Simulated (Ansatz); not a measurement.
# WNCl (quintet): from a generated start to a stationary point

Aim: relax a generated start of WNCl (quintet) and see which bonds hold.

Method: UKS PBE0/def2-TZVP; program: Ansatz 0.2.0, Gaussian basis.

## Step 1: Starting geometry

3 atoms, charge 0, spin multiplicity 5.

Atoms are counted from 1 here; the program's logs count them from 0.

Bond lengths: W1–N2 1.772 Å, W1–Cl3 2.111 Å. Angles: N2–W1–Cl3 154.5°.

The start was built by rule and, where that kept it together, relaxed with GFN2-xTB. Sticks and bond lists go by distance. No spin-orbit coupling is included. Elements past krypton take def2 core potentials.

## Step 2: The run

in.yaml

```yaml
crystal:
  periodic: [false, false, false]
  atoms:
    - {symbol: W, position_ang: [0.001314, 0.205186, -0.102507]}
    - {symbol: N, position_ang: [-0.020849, 1.948116, 0.217906]}
    - {symbol: Cl, position_ang: [0.001421, -1.833640, 0.445456]}
basis:
  gaussian: {orbitals: def2-TZVP}
magnetization: {spin_polarized: true, initial_magnetization: 4}
hamiltonian: {xc: pbe0}
relax: {f_tol: 0.004, max_steps: 80}
```

The run is started by

```bash
> ansatz run in.yaml --threads 1 --pin off --events-out ev --progress --plain --max-ram 2176MiB
```

**Question.** What will these runs give? Wanted: energy gained; shift from the start; total energy; dipole moment; ⟨S²⟩.

**Answer**, as computed:

```
                  quantity           value
                     steps               6
             energy gained        0.331 eV
shift from the start (rms)         0.085 Å
              total energy  -15830.7960 eV
             dipole moment          0.54 D
                      ⟨S²⟩           6.026
```

What this shows: The bonds of the start are those of the end. W1–Cl3 went from 2.111 to 2.291 Å. No vibrations were run, so this is a stationary point, not a proven minimum, and this spin need not be the ground state's.
